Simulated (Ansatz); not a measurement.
Consider an atomisation energy of Al₂H₄S, SMILES [AlH2][S][AlH2] (Ansatz 0.2.0, Python API).

Script `run_tae.py`:
```python
"""Energy to split Al2H4S into its atoms."""

from collections import Counter

import ansatz

params = {
    "basis": "cc-pVDZ",
    "xc": "r2scan",
    "vdw": "d4",
}


def total_energy(molecule, charge=0, unpaired=0):
    calc = (
        molecule.calculation()
        .basis(gaussian=params["basis"])
        .functional(params["xc"], dispersion=params["vdw"])
    )
    if charge:
        calc = calc.charge(charge)
    if unpaired:
        calc = calc.spin("collinear", total=unpaired)
    return calc.run().report["free_energy_ev"]

geometry_ang = [
    ("Al", (-1.3715, 0.2618, -0.7382)),
    ("S", (-0.894, -1.005, 1.0218)),
    ("Al", (1.2664, -0.4367, 0.8519)),
    ("H", (-1.2977, -0.2849, -2.2316)),
    ("H", (-1.7978, 1.8338, -0.5402)),
    ("H", (1.8505, 0.8566, 1.6453)),
    ("H", (2.3055, -1.2936, -0.0549)),
]
system = ansatz.Crystal.molecule()
for symbol, xyz in geometry_ang:
    system = system.atom(symbol, xyz)

# Hund ground states
unpaired = {"Al": 1, "S": 2, "H": 1}
counts = Counter(site.symbol for site in system.cartesian_sites)
atom_energy = {s: total_energy(ansatz.Crystal.molecule().atom(s, (0, 0, 0)), 0, unpaired[s]) for s in counts}
whole = total_energy(system, 0, 0)
for s, e in atom_energy.items():
    print(f"{s:2s} x{counts[s]}  {e:14.5f} eV")
print(f"Al2H4S: {whole:.5f} eV")
split = sum(counts[s] * e for s, e in atom_energy.items()) - whole
print(f"atomisation energy (no zero-point term): {23.060548 * split:.1f} kcal/mol, {split / sum(counts.values()):.3f} eV an atom")
```

What does it cost to take this molecule apart into atoms?

421.5 kcal/mol from the electronic energies, without the zero-point term.

The run itself:

```console
$ python run_tae.py
Al x2     -6594.06165 eV
S  x1    -10832.23005 eV
H  x4       -13.58415 eV
Al2H4S: -24092.96637 eV
atomisation energy (no zero-point term): 421.5 kcal/mol, 2.611 eV an atom
```

Total energies depend on the basis set; only differences at equal settings carry meaning. The geometry is a force-field or estimated start, not a minimum of this method, and the basis set is short of its limit. All parts are taken at fixed geometry, without zero-point energy. For Al to Cl the sets with a tight d function, cc-pV(X+d)Z, are usual. It ran for 8.4 s on 1 thread of Arm Neoverse V1, with other jobs on the host, peak memory 0.19 GiB.
